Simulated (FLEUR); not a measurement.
Crystal: Pt.

```
Pt
1.0
     2.76067    0.00000    0.00000
    -1.38033    2.39081    0.00000
     0.00000    0.00000    4.79213
Pt
2
Direct
  0.33333 0.66667 0.25000
  0.66667 0.33333 0.75000
```

This isn't the form of Pt at room conditions, which is fcc.

- Program: FLEUR MaX-R8.1 (later development tree)
- Task: single point
- Functional: PBEsol
- Potentials or basis: all-electron
- Basis: FLAPW
- Kmax: 4.19 1/bohr
- k mesh: 11 × 11 × 6
- Occupations: fermi-dirac, width 0.05 eV
- Spin: no spin polarisation
- Gmax: 13 1/bohr
- Muffin-tin radii: Pt 2.34 bohr
- lmax: Pt 10
- lnonsphr: Pt 10
- Local orbitals a species: Pt 5
- Max iterations: 60
- Mixing factor: 0.05
- Mixer: Anderson
- Mixer history: 15

On this cell: largest force under 0.003 eV/Å; band gap on the k mesh none (metal or under the smearing width).

The same run follows on a disturbed copy (atoms moved at random, drawn with an rms of 0.05 Å):

```
Pt
1.0
     2.76067    0.00000    0.00000
    -1.38033    2.39081    0.00000
     0.00000    0.00000    4.79213
Pt
2
Cartesian
  -0.0429 1.6448 1.2117
  1.4132 0.7717 3.5624
```

**Question.** What does the disturbed cell give?

**Answer.** The energy (extrapolated to zero smearing) moves by +2.4 meV/atom; largest force 0.415 eV/Å; band gap on the k mesh none (metal or under the smearing width).

Forces in eV/Å, atoms in the order of the input:
```
Pt  -0.074  0.033 -0.407
Pt   0.074 -0.033  0.407
```
